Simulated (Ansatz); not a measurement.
# SrGeH2O4: the cost of one run

Method: DFT, PBE, plane-wave PAW, default files, scalar-relativistic, as far as a step names no other, in Ansatz 0.2.0.

### Step 1. Starting point

The structure is tetragonal, space group I-42d (No. 122). Conventional cell: a = 7.426 Å, b = 7.426 Å, c = 6.802 Å, α = 90.00°, β = 90.00°, γ = 90.00°. Around Sr (site symmetry -4) lie 8 O at 2.61 to 2.73 Å. Ge (site symmetry -4) has 4 O at 1.78 Å as nearest neighbours. H (site symmetry 2) is surrounded by 2 O at 1.22 Å. O (site symmetry 1) has 1 H at 1.22 Å as nearest neighbours.

Coordinates:

```
CELL_PARAMETERS angstrom
-3.71311 3.71311 3.40114
3.71311 -3.71311 3.40114
3.71311 3.71311 -3.40114
ATOMIC_POSITIONS crystal
Sr 0.50000 0.50000 0.00000
Sr 0.25000 0.75000 0.50000
Ge 0.00000 0.00000 0.00000
Ge 0.75000 0.25000 0.50000
H 0.87500 0.29741 0.92241
H 0.70259 0.62500 0.57759
H 0.04741 0.12500 0.42241
H 0.37500 0.95259 0.07759
O 0.24565 0.98718 0.91776
O 0.01282 0.93058 0.25847
O 0.67211 0.75435 0.74153
O 0.06943 0.32789 0.08224
O 0.50435 0.92211 0.24153
O 0.68058 0.26282 0.75847
O 0.07789 0.31943 0.58224
O 0.73718 0.49565 0.41776
```

### Step 2. Single point at the given positions

Contents of input.yaml:

```yaml
crystal:
  lattice:
    - [-3.713105, 3.713105, 3.401137]
    - [3.713105, -3.713105, 3.401137]
    - [3.713105, 3.713105, -3.401137]
  atoms:
    - { symbol: Sr, position: [0.5, 0.5, 0.0] }
    - { symbol: Sr, position: [0.25, 0.75, 0.5] }
    - { symbol: Ge, position: [0.0, 0.0, 0.0] }
    - { symbol: Ge, position: [0.75, 0.25, 0.5] }
    - { symbol: H, position: [0.875, 0.297411, 0.922411] }
    - { symbol: H, position: [0.702589, 0.625, 0.577589] }
    - { symbol: H, position: [0.047411, 0.125, 0.422411] }
    - { symbol: H, position: [0.375, 0.952589, 0.077589] }
    - { symbol: O, position: [0.245652, 0.987184, 0.917759] }
    - { symbol: O, position: [0.012816, 0.930575, 0.258468] }
    - { symbol: O, position: [0.672107, 0.754348, 0.741532] }
    - { symbol: O, position: [0.069425, 0.327893, 0.082241] }
    - { symbol: O, position: [0.504348, 0.922107, 0.241532] }
    - { symbol: O, position: [0.680575, 0.262816, 0.758468] }
    - { symbol: O, position: [0.077893, 0.319425, 0.582241] }
    - { symbol: O, position: [0.737184, 0.495652, 0.417759] }
kpoints:
  mp_grid: { grid: [4, 4, 4] }
scf:
  occupations: { method: fermi_dirac, width: 0.02 }
hamiltonian:
  xc: pbe
  pseudopotentials: { kind: paw }
output:
  forces: true
  stress: true
  populations: true
  efg:
    quadrupole_moments_barn: { Sr: 0.305, Ge: -0.196, H: 0.00285783, O: -0.02558 }
    contact_densities: true
```

Command:

```sh
ansatz run input.yaml --threads 1 --pin off --max-ram 2560MiB --backend cpu --events-out ev --progress --plain --runs-dir out
```

What time and memory should one allow on 1 thread of Arm Neoverse V2, shared host?

About 19 s, with a peak of 0.48 GiB.
